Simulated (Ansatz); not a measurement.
# GaBGeH+ (singlet): wave-function methods side by side, cc-pVDZ

An exercise on one series of results from a longer session: the logs are not shown, and one member is left open.

Computed with Ansatz 0.2.0, Gaussian basis. Level: cc-pVDZ, core rule «outside noble gas», up to 29 orbitals frozen.

The runs, in order: UHF; CCSD(T) on RHF; CCSD(T) on UHF; BCCD(T) on RHF; CISD; CCSDT(Q) on RHF; CCSDT(Q) on UHF; CASSCF and MRCISD+Q, 8 electrons in 8 orbitals; CASSCF and NEVPT2, 8 electrons in 8 orbitals.

28 further runs of the same task are left out: 4 for a known fault of the program, 8 that didn't finish, 16 set aside as unsound or not needed. Runs told in other sessions of the task aren't counted.

## The geometry

The geometry is a PBE0/def2-TZVP stationary point (not a proven minimum) of the parent state, kept for this charge and spin. No spin-orbit coupling is included. The filled d shell of Ge, Ga may be among the frozen orbitals whatever the setting's name suggests.

4 atoms, charge 1, spin multiplicity 1.

Atoms are counted from 1 here; the program's logs count them from 0.

Bond lengths: B1–Ge2 1.894 Å, B1–Ga3 1.989 Å, Ge2–Ga3 2.532 Å, Ga3–H4 1.555 Å. Angles: Ge2–B1–Ga3 81.4°, B1–Ge2–Ga3 51.0°, B1–Ga3–Ge2 47.7°, B1–Ga3–H4 159.5°, Ge2–Ga3–H4 152.8°.

The first run:

File in.yaml:

```yaml
crystal:
  periodic: [false, false, false]
  atoms:
    - {symbol: B, position_ang: [0.000000, -1.370482, 0.096984]}
    - {symbol: Ge, position_ang: [0.000000, 0.130907, 1.251342]}
    - {symbol: Ga, position_ang: [0.000000, 0.065420, -1.279968]}
    - {symbol: H, position_ang: [0.000000, 0.739999, -2.681488]}
basis:
  gaussian: {orbitals: cc-pVDZ}
total_charge: 1
magnetization: {spin_polarized: true, initial_magnetization: 0}
hamiltonian: {xc: hf}
output: {orbitals: {seedname: orbitals}}
```

On the command line:

```
ansatz run in.yaml --threads 1 --pin off --events-out ev --progress --plain --max-ram 2393MiB
```

Steps of the session up to this table: UHF; CCSD(T) on RHF; CCSD(T) on UHF; BCCD(T) on RHF; CISD; CCSDT(Q) on RHF; CCSDT(Q) on UHF; CASSCF and MRCISD+Q, 8 electrons in 8 orbitals; CASSCF and NEVPT2, 8 electrons in 8 orbitals.

One of the session's tables, all rows but one given; the rest of the session is left out.

It belongs to the step «Misses and costs». 

| method | from RCCSDT(Q) (meV) |
| --- | --- |
| RHF | +7071.7 |
| UHF | ? |
| RMP2 | +1293.7 |
| RCCSD | +562.0 |
| RCCSD(T) | +82.8 |
| BCCD(T) | +83.2 |
| RCCSDT | +58.3 |
| RCCSDT(Q) | 0 |
| CASSCF frontier | +4100.2 |
| MRCISD frontier | +395.2 |
| MRCISD+Q frontier | +37.8 |

Q: Estimate the row for UHF from the others.

The run gave: from RCCSDT(Q) (meV): +6054.6. In the column «from RCCSDT(Q) (meV)» it lies between CASSCF frontier (+4100.2) and RHF (+7071.7).

Not comparable, so not listed: CCSD(T) on UHF; CASSCF and NEVPT2, 8 electrons in 8 orbitals (they don't share determinant, frozen orbitals or solution with the rows shown, or repeat one).

Caveats from the session: The determinant of HF (⟨S²⟩ 1.14) is far from a pure spin state, so its energy mixes those of several spin states; that is harmless only where they are near-degenerate. Warnings: restricted reference is unstable; spin contamination; large T1 diagnostic. Warnings in the runs' records: passed over end.
